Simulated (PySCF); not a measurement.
# AlSiH5O2 (SMILES O[SiH2][O][AlH2]) at 6 levels

Aim: a comparison of 6 runs (HF/3-21G, HF/def2-SVP, TPSSh/STO-3G, B3LYP/6-31G*, PBE0/def2-SVP) of AlSiH5O2. 

The results are computed with PySCF 2.14.0.

### Step 1. The system as given

AlSiH5O2: 9 atoms, total charge 0, spin state singlet. As SMILES, `O[SiH2][O][AlH2]`. The shape is that of a PBE0-D4/def2-TZVP optimisation. This is one conformer, not always the lowest.

Bond lengths: O1–Si2 1.642 Å, Si2–O3 1.619 Å, O3–Al4 1.683 Å, O1–H5 0.958 Å, Si2–H6 1.480 Å, Si2–H7 1.487 Å, Al4–H8 1.580 Å, Al4–H9 1.579 Å. Some angles: O1–Si2–O3 112.5°, Si2–O3–Al4 173.6°, O1–Si2–H6 104.7°, O1–Si2–H7 110.2°, O3–Si2–H6 110.1°, O3–Si2–H7 107.6°, Si2–O1–H5 117.9°, O3–Al4–H8 117.8°, O3–Al4–H9 118.1°, H6–Si2–H7 111.8°.

### Step 2. Energy and forces at HF/3-21G (run 1)

calc.py reads:

```python
from pyscf import gto

molecule = gto.Mole()
molecule.atom = '''
O     -1.502521     3.457065    -1.697352
Si     0.326923     2.261435     0.504368
O      0.473943    -0.791606     0.373599
Al     0.615484    -3.931575    -0.114517
H     -3.289635     3.223495    -1.532379
H      2.846117     3.369004     0.009449
H     -0.637405     2.957232     3.050396
H     -1.813192    -5.283107    -1.203378
H      3.147528    -5.349059     0.577122
'''
molecule.basis = '3-21g'
molecule.verbose = 3
molecule.unit = 'bohr'
molecule.max_memory = 1860
molecule.build()

mf = molecule.RHF()
mf.conv_tol = 1e-10
mf.kernel()
if not mf.converged:
    mf = mf.newton().run(mf.mo_coeff, mf.mo_occ)

energy = mf.e_tot
print(f'total energy: {energy:.8f} hartree')
grad = mf.nuc_grad_method().kernel()
mf.analyze()
```

Started as:

```bash
OMP_NUM_THREADS=1 python calc.py
```

Output:

```text
converged SCF energy = -679.925481867973
total energy: -679.92548187 hartree
--------------- RHF gradients ---------------
         x                y                z
0 O     0.0149539804    -0.0043220652     0.0075250074
1 Si    -0.0256347752    -0.0085523120    -0.0173483250
2 O     0.0009876204     0.0202400572     0.0036473465
3 Al    -0.0001480361    -0.0078780071    -0.0023145884
4 H     0.0086755705    -0.0039940798     0.0088666025
5 H     0.0016909730    -0.0001433189    -0.0023200540
6 H    -0.0004065999    -0.0016395081     0.0008800101
7 H     0.0028423268     0.0030651450     0.0015958118
8 H    -0.0029610598     0.0032240890    -0.0005318110
----------------------------------------------
**** MO energy ****
MO #1   energy= -68.3563838292756  occ= 2
MO #2   energy= -58.0731294005726  occ= 2
MO #3   energy= -20.4404437831414  occ= 2
MO #4   energy= -20.4280554579535  occ= 2
MO #5   energy= -6.15275510723311  occ= 2
MO #6   energy= -4.88019606149876  occ= 2
MO #7   energy= -4.2498545175423   occ= 2
MO #8   energy= -4.24936056722777  occ= 2
MO #9   energy= -4.24900738295392  occ= 2
MO #10  energy= -3.18507712295083  occ= 2
MO #11  energy= -3.18349073601941  occ= 2
MO #12  energy= -3.18317325251206  occ= 2
MO #13  energy= -1.33685429753264  occ= 2
MO #14  energy= -1.28678195226014  occ= 2
MO #15  energy= -0.762778519999061 occ= 2
MO #16  energy= -0.672846537725688 occ= 2
MO #17  energy= -0.595601668224885 occ= 2
MO #18  energy= -0.5663205754278   occ= 2
MO #19  energy= -0.532602998174147 occ= 2
MO #20  energy= -0.51300220744825  occ= 2
MO #21  energy= -0.492859348262895 occ= 2
MO #22  energy= -0.483670455352069 occ= 2
MO #23  energy= -0.437767645830432 occ= 2
MO #24  energy= -0.41537217253819  occ= 2
MO #25  energy= 0.0595360066961375 occ= 0
MO #26  energy= 0.147792444900485  occ= 0
MO #27  energy= 0.174444531607585  occ= 0
MO #28  energy= 0.202525866516802  occ= 0
MO #29  energy= 0.234438024643667  occ= 0
MO #30  energy= 0.253840892661982  occ= 0
MO #31  energy= 0.295679278868599  occ= 0
MO #32  energy= 0.302957442741827  occ= 0
MO #33  energy= 0.309677805420113  occ= 0
MO #34  energy= 0.355938981083885  occ= 0
MO #35  energy= 0.39250625144537   occ= 0
MO #36  energy= 0.42108576626248   occ= 0
MO #37  energy= 0.462927643151276  occ= 0
MO #38  energy= 0.492638989307999  occ= 0
MO #39  energy= 0.536637201652419  occ= 0
MO #40  energy= 0.657924772963484  occ= 0
MO #41  energy= 0.756450326973434  occ= 0
MO #42  energy= 1.27524473766206   occ= 0
MO #43  energy= 1.3372946407414    occ= 0
MO #44  energy= 1.3489320992455    occ= 0
MO #45  energy= 1.36831426256475   occ= 0
MO #46  energy= 1.41623834114325   occ= 0
MO #47  energy= 1.81714183630364   occ= 0
MO #48  energy= 1.84102267121697   occ= 0
MO #49  energy= 1.91973538575462   occ= 0
MO #50  energy= 1.99235395997061   occ= 0
MO #51  energy= 2.10428106099776   occ= 0
MO #52  energy= 2.25318156505225   occ= 0
MO #53  energy= 3.03546920307447   occ= 0
MO #54  energy= 3.25117261505154   occ= 0
 ** Mulliken atomic charges  **
charge of    0O =     -0.70729
charge of    1Si =      1.13182
charge of    2O =     -0.82807
charge of    3Al =      0.77507
charge of    4H =      0.30166
charge of    5H =     -0.15303
charge of    6H =     -0.17360
charge of    7H =     -0.17509
charge of    8H =     -0.17147
Dipole moment(X, Y, Z, Debye): -1.26537, -1.10200,  0.85805
```

Wall time 3.9 s (1 thread of Intel Xeon at 2.50GHz (Skylake/Cascade Lake), shared host); peak memory 0.13 GiB.

### Step 3. Energy and forces at HF/def2-SVP (run 2)

input.py reads:

```python
from pyscf import gto

mol = gto.M(
    atom=[
    ('O', (-0.795100, 1.829400, -0.898200)),
    ('Si', (0.173000, 1.196700, 0.266900)),
    ('O', (0.250800, -0.418900, 0.197700)),
    ('Al', (0.325700, -2.080500, -0.060600)),
    ('H', (-1.740800, 1.705800, -0.810900)),
    ('H', (1.506100, 1.782800, 0.005000)),
    ('H', (-0.337300, 1.564900, 1.614200)),
    ('H', (-0.959500, -2.795700, -0.636800)),
    ('H', (1.665600, -2.830600, 0.305400)),
],
    basis='def2-svp',
    charge=0,
    max_memory=1860,
    verbose=4,
)

hf = mol.RHF()
hf.conv_tol = 1e-10
hf.kernel()
if not hf.converged:
    hf = hf.newton().run(hf.mo_coeff, hf.mo_occ)

e_tot = hf.e_tot
print('E(%s) = %.9f' % ('HF', e_tot))
grad = hf.nuc_grad_method().kernel()
hf.analyze()
```

Started as:

```bash
OMP_NUM_THREADS=1 python input.py
```

Output:

```text
PySCF version 2.14.0

[... 81 lines left out ...]
Two-electron Coulomb Energy =          529.645216207666067
[... 10 lines left out ...]
MO #8   energy= -4.26823375162305  occ= 2
[... 8 lines left out ...]
MO #17  energy= -0.598475515503265 occ= 2
[... 8 lines left out ...]
MO #26  energy= 0.128462913437454  occ= 0
[... 8 lines left out ...]
MO #35  energy= 0.374597472073777  occ= 0
[... 8 lines left out ...]
MO #44  energy= 0.661741594553625  occ= 0
[... 8 lines left out ...]
MO #53  energy= 1.08245628901512   occ= 0
[... 8 lines left out ...]
MO #62  energy= 1.48231953121059   occ= 0
[... 8 lines left out ...]
MO #71  energy= 1.92721806727539   occ= 0
[... 8 lines left out ...]
MO #80  energy= 2.98477274664215   occ= 0
[... 8 lines left out ...]
MO #89  energy= 4.0967981727647    occ= 0
[... 62 lines left out ...]
pop of  3 Al 3dyz         0.00609
pop of  3 Al 3dz^2        0.00172
pop of  3 Al 3dxz         0.00182
pop of  3 Al 3dx2-y2      0.00621
pop of  4 H 1s            0.65153
pop of  4 H 2s            0.01270
pop of  4 H 2px           0.00244
pop of  4 H 2py           0.00144
pop of  4 H 2pz           0.00131
pop of  5 H 1s            1.16774
pop of  5 H 2s            0.00274
pop of  5 H 2px           0.00454
pop of  5 H 2py           0.00089
pop of  5 H 2pz           0.00034
pop of  6 H 1s            1.18424
pop of  6 H 2s            0.00264
pop of  6 H 2px           0.00083
pop of  6 H 2py           0.00038
pop of  6 H 2pz           0.00444
pop of  7 H 1s            1.19543
pop of  7 H 2s            0.00123
pop of  7 H 2px           0.00267
pop of  7 H 2py           0.00070
pop of  7 H 2pz           0.00052
pop of  8 H 1s            1.19229
pop of  8 H 2s            0.00118
pop of  8 H 2px           0.00290
pop of  8 H 2py           0.00077
pop of  8 H 2pz           0.00026
 ** Mulliken atomic charges  **
charge of    0O =     -0.76758
charge of    1Si =      1.24301
charge of    2O =     -0.92009
charge of    3Al =      0.88080
charge of    4H =      0.33058
charge of    5H =     -0.17624
charge of    6H =     -0.19253
charge of    7H =     -0.20055
charge of    8H =     -0.19739
Dipole moment(X, Y, Z, Debye): -1.15210, -0.93863,  0.56280
```

It took 14 s on 1 thread of Intel Xeon at 2.50GHz (Skylake/Cascade Lake), shared host; peak memory 0.18 GiB.

Runs 3 to 5 aren't shown in full; the table further down has their settings and results.

### Step 4. Energy and forces at PBE0/def2-SVP (run 6)

geometry.xyz reads:

```xyz
9
AlH5O2Si
O     -0.795100     1.829400    -0.898200
Si     0.173000     1.196700     0.266900
O      0.250800    -0.418900     0.197700
Al     0.325700    -2.080500    -0.060600
H     -1.740800     1.705800    -0.810900
H      1.506100     1.782800     0.005000
H     -0.337300     1.564900     1.614200
H     -0.959500    -2.795700    -0.636800
H      1.665600    -2.830600     0.305400
```

job.py reads:

```python
from pyscf import gto, dft

mol = gto.M(
    atom='geometry.xyz',
    charge=0,
    max_memory=1860,
    basis='def2-svp',
    verbose=3,
)

mf = dft.RKS(mol, xc='pbe0')
mf.grids.level = 5
mf.conv_tol = 1e-10
mf.kernel()
if not mf.converged:
    mf = mf.newton().run(mf.mo_coeff, mf.mo_occ)

etot = mf.e_tot
print('Final energy', etot)
grad = mf.nuc_grad_method().kernel()
dip = mf.dip_moment()
pop, q = mf.mulliken_pop()
```

Started as:

```bash
OMP_NUM_THREADS=1 python job.py
```

Output:

```text
converged SCF energy = -684.806304379284
Final energy -684.8063043792837
--------------- RKS gradients ---------------
         x                y                z
0 O     0.0039286583    -0.0046909129     0.0086535321
1 Si    -0.0047195105    -0.0129358345    -0.0066566634
2 O    -0.0001618452     0.0077448833    -0.0005179095
3 Al    -0.0005555213     0.0098921494     0.0013559628
4 H     0.0032592082     0.0005328218    -0.0001464421
5 H    -0.0023892707    -0.0009660522    -0.0000298467
6 H     0.0006128285    -0.0008146608    -0.0028988663
7 H     0.0008654594     0.0006050489     0.0004346470
8 H    -0.0008505268     0.0006338242    -0.0001935543
----------------------------------------------
Dipole moment(X, Y, Z, Debye): -1.17011, -0.76934,  0.39925
 ** Mulliken pop  **
pop of  0 O 1s            1.98893
pop of  0 O 2s            1.06550
pop of  0 O 3s            0.64418
pop of  0 O 2px           0.83614
pop of  0 O 2py           1.03846
pop of  0 O 2pz           1.01508
pop of  0 O 3px           0.39299
pop of  0 O 3py           0.74104
pop of  0 O 3pz           0.67944
pop of  0 O 3dxy          0.00082
pop of  0 O 3dyz          0.00160
pop of  0 O 3dz^2         0.00210
pop of  0 O 3dxz          0.00149
pop of  0 O 3dx2-y2       0.00204
pop of  1 Si 1s           1.99920
pop of  1 Si 2s           1.98154
pop of  1 Si 3s           0.96312
pop of  1 Si 4s           0.05561
pop of  1 Si 2px          1.97654
pop of  1 Si 2py          1.97488
pop of  1 Si 2pz          1.97623
pop of  1 Si 3px          0.42953
pop of  1 Si 3py          0.37928
pop of  1 Si 3pz          0.41341
pop of  1 Si 4px          0.28754
pop of  1 Si 4py          0.14921
pop of  1 Si 4pz          0.22661
pop of  1 Si 3dxy         0.09989
pop of  1 Si 3dyz         0.08295
pop of  1 Si 3dz^2        0.10077
pop of  1 Si 3dxz         0.05831
pop of  1 Si 3dx2-y2      0.09897
pop of  2 O 1s            1.98914
pop of  2 O 2s            1.05358
pop of  2 O 3s            0.67366
pop of  2 O 2px           1.00636
pop of  2 O 2py           0.92391
pop of  2 O 2pz           0.98114
pop of  2 O 3px           0.75452
pop of  2 O 3py           0.45388
pop of  2 O 3pz           0.75823
pop of  2 O 3dxy          0.00053
pop of  2 O 3dyz          0.00039
pop of  2 O 3dz^2         0.00047
pop of  2 O 3dxz          0.00002
pop of  2 O 3dx2-y2       0.00136
pop of  3 Al 1s           1.99940
pop of  3 Al 2s           1.98535
pop of  3 Al 3s           0.86934
pop of  3 Al 4s           0.09115
pop of  3 Al 2px          1.97713
pop of  3 Al 2py          1.97577
pop of  3 Al 2pz          1.97113
pop of  3 Al 3px          0.37433
pop of  3 Al 3py          0.31818
pop of  3 Al 3pz          0.12667
pop of  3 Al 4px          0.22356
pop of  3 Al 4py          0.08408
pop of  3 Al 4pz          0.07892
pop of  3 Al 3dxy         0.08148
pop of  3 Al 3dyz         0.04036
pop of  3 Al 3dz^2        0.01283
pop of  3 Al 3dxz         0.00865
pop of  3 Al 3dx2-y2      0.06114
pop of  4 H 1s            0.67723
pop of  4 H 2s            0.05864
pop of  4 H 2px           0.03572
pop of  4 H 2py           0.01886
pop of  4 H 2pz           0.01833
pop of  5 H 1s            0.74497
pop of  5 H 2s            0.37402
pop of  5 H 2px           0.00644
pop of  5 H 2py           0.00172
pop of  5 H 2pz           0.00079
pop of  6 H 1s            0.74570
pop of  6 H 2s            0.39267
pop of  6 H 2px           0.00138
pop of  6 H 2py           0.00098
pop of  6 H 2pz           0.00664
pop of  7 H 1s            0.71131
pop of  7 H 2s            0.47365
pop of  7 H 2px           0.00362
pop of  7 H 2py           0.00120
pop of  7 H 2pz           0.00075
pop of  8 H 1s            0.71116
pop of  8 H 2s            0.46856
pop of  8 H 2px           0.00394
pop of  8 H 2py           0.00129
pop of  8 H 2pz           0.00036
 ** Mulliken atomic charges  **
charge of    0O =     -0.40981
charge of    1Si =      0.74641
charge of    2O =     -0.59719
charge of    3Al =      0.72053
charge of    4H =      0.19121
charge of    5H =     -0.12795
charge of    6H =     -0.14736
charge of    7H =     -0.19053
charge of    8H =     -0.18531
```

It took 48 s on 1 thread of Intel Xeon at 2.50GHz (Skylake/Cascade Lake), shared host; peak memory 0.87 GiB.

### Step 5. All runs side by side

```
run                               level  integration grid  Cartesian functions  energy (Eh)  dipole moment (D)  HOMO energy (eV)  LUMO energy (eV)  wall time
  1                            HF/3-21G                 –                   no  -679.925482               1.88            -11.30              1.62      3.9 s
  2                         HF/def2-SVP                 –                   no  -683.340542               1.59            -11.58              1.69       14 s
  3                        TPSSh/STO-3G                 5                   no  -677.079436               1.08             -2.74              4.50       31 s
  4  B3LYP/6-31G* (spherical functions)                 5                   no  -685.494966               1.54             -7.97             -1.27       54 s
  5  B3LYP/6-31G* (Cartesian functions)                 5                  yes  -685.500840               1.54             -7.97             -1.27       50 s
  6                       PBE0/def2-SVP                 5                   no  -684.806304               1.46             -8.23             -1.06       48 s
```

### Step 6. What came out

| quantity | value |
| --- | --- |
| run 6: total energy | -684.80630 Eh |
| run 6: dipole moment | 1.46 D |
| run 6: HOMO energy | -8.23 eV |
| run 6: LUMO energy | -1.06 eV |
| run 6: HOMO–LUMO gap | 7.17 eV |
| run 6: largest force on an atom | 0.786 eV/Å |

The dipole moment (its size) runs from 1.08 D (TPSSh/STO-3G) to 1.88 D (HF/3-21G). The two ends differ in method and basis. The HOMO–LUMO gap runs from 6.71 eV (B3LYP/6-31G*) to 13.27 eV (HF/def2-SVP). Totals of different functionals can't be ranked against each other. In run 3 the basis is minimal, so the values are rough. All runs together took 3.3 min, the longest 54 s.
